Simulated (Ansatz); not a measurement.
Here is an Ansatz 0.2.0 calculation.

The input input.yaml:

```yaml
crystal:
  lattice:
    - [6.49009, -6.67692, 0.0]
    - [6.49009, 6.67692, 0.0]
    - [-2.00957, 0.0, 5.7376]
  atoms:
    - { symbol: Ba, position: [0.47917, 0.52083, 0.0] }
    - { symbol: Ba, position: [0.79264, 0.20736, 0.0] }
    - { symbol: V, position: [0.65694, 0.94605, 0.25735], spin: 2.0 }
    - { symbol: V, position: [0.05395, 0.34306, 0.74265], spin: 2.0 }
    - { symbol: V, position: [0.57442, 0.42558, 0.5], spin: 2.0 }
    - { symbol: Tl, position: [0.49835, 0.85629, 0.63726] }
    - { symbol: Tl, position: [0.14371, 0.50165, 0.36274] }
    - { symbol: Tl, position: [0.01508, 0.98492, 0.5] }
    - { symbol: Tl, position: [0.30964, 0.12677, 0.21892] }
    - { symbol: Tl, position: [0.87323, 0.69036, 0.78108] }
    - { symbol: O, position: [0.0039, 0.26325, 0.44275] }
    - { symbol: O, position: [0.59719, 0.60676, 0.67706] }
    - { symbol: O, position: [0.91333, 0.4282, 0.84635] }
    - { symbol: O, position: [0.52536, 0.79943, 0.20594] }
    - { symbol: O, position: [0.68766, 0.41628, 0.31356] }
    - { symbol: O, position: [0.09251, 0.20316, 0.88601] }
    - { symbol: O, position: [0.58372, 0.31234, 0.68644] }
    - { symbol: O, position: [0.79684, 0.90749, 0.11399] }
    - { symbol: O, position: [0.5718, 0.08667, 0.15365] }
    - { symbol: O, position: [0.20057, 0.47464, 0.79406] }
    - { symbol: O, position: [0.73675, 0.9961, 0.55725] }
    - { symbol: O, position: [0.39324, 0.40281, 0.32294] }
hamiltonian:
  xc: r2scan
  pseudopotentials: { kind: paw }
magnetization:
  spin_polarized: true
kpoints:
  mp_grid: { grid: [2, 2, 4] }
scf:
  occupations: { method: fermi_dirac, width: 0.05 }
output:
  forces: true
  stress: true
  eigenvalues: true
relax:
  f_tol: 0.01
  max_steps: 40
  cell: { stress_tol: 0.05 }
```

Potentials or basis: Ansatz PAW.

Launch:

```bash
$ ansatz run input.yaml --threads 8 --pin off --max-ram 20480MiB --backend cpu --events-out ev --progress --plain --runs-dir out
```

Task: Estimate the net moment.

Result: 0.00 μB per cell.

Task: Predict the relaxed volume.

Result: 21.10 Å³/atom.

Task: What does it give for the band gap on the k mesh?

Result: 3.13 eV, indirect (least direct gap 3.14 eV).

Task: What does it give for the relaxed cell?

Result: a = 9.021 Å, b = 9.021 Å, c = 6.055 Å, α = 103.59°, β = 103.59°, γ = 91.15°.

The path:
```csv
step,energy change (eV),largest force (eV/Å),volume (Å³)
1,0.0000,0.4499,497.26
2,-0.1412,0.1586,476.79
3,-0.1627,0.1037,466.95
4,-0.1691,0.0465,465.17
5,-0.1706,0.0269,464.38
6,-0.1708,0.0192,464.21
7,-0.1709,0.0102,464.09
8,-0.1614,0.0096,464.09
```

Caveat: the magnetic or orbital state may not be the lowest; the plane-wave basis is chosen anew once the cell has moved, so the energies of steps on either side of that aren't comparable; spin-orbit coupling is left out, which as a rule narrows the gap of such compounds by several tenths of an eV; the PAW data sets come from PBE, with cores solved anew for the run's functional, which leaves a small shift of forces and pressure; the starting moments weren't kept. A k mesh can miss the band edges.
